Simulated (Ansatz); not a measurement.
# Te− (doublet): energies up the ladder

The task, for Te− (doublet): energies up the ladder. Charge -1. Spin multiplicity 2.

Computed with Ansatz 0.2.0 (the levels named in each step, unless a step's input says otherwise).

## 1. The structure to begin with

Coordinates:

```xyz
1

Te    0.0000    0.0000    0.0000
```

## 2. Single point, PBE0/def2-TZVPPD

Contents of input.yaml:

```yaml
crystal:
  periodic: [false, false, false]
  atoms:
    - { symbol: Te, position_ang: [0.0, 0.0, 0.0] }
magnetization:
  spin_polarized: true
  initial_magnetization: 1
total_charge: -1
basis:
  gaussian: { orbitals: def2-TZVPPD.json }
hamiltonian:
  xc: pbe0
```

Command:

```sh
$ ansatz run input.yaml --threads 2 --pin off --max-ram 5120MiB --backend cpu --events-out ev --progress --plain --runs-dir out
```

The runs that follow: Single point, PBE/def2-TZVPPD; Single point, r2SCAN/def2-TZVPPD; Single point, B3LYP/def2-TZVPPD; Single point, wB97M-V/def2-TZVPPD; Single point, B2PLYP/def2-TZVPPD; Single point, LDA/def2-TZVPPD; Single point, PBE0/def2-SVPD; Single point, PBE/def2-SVPD; Single point, CCSD(T)/def2-TZVPPD; Single point, CCSD(T)/def2-QZVPPD.

Q: Predict the outcome of this session. Wanted: energy at CCSD(T)/CBS.

The runs gave:

| quantity | value |
| --- | --- |
| energy at CCSD(T)/CBS | -7285.242 eV |

What this shows: These totals serve in differences with atoms or fragments at the same level; alone they don't rank the methods. Heavy atoms carry effective core potentials in def2 sets, and spin-orbit coupling is left out.
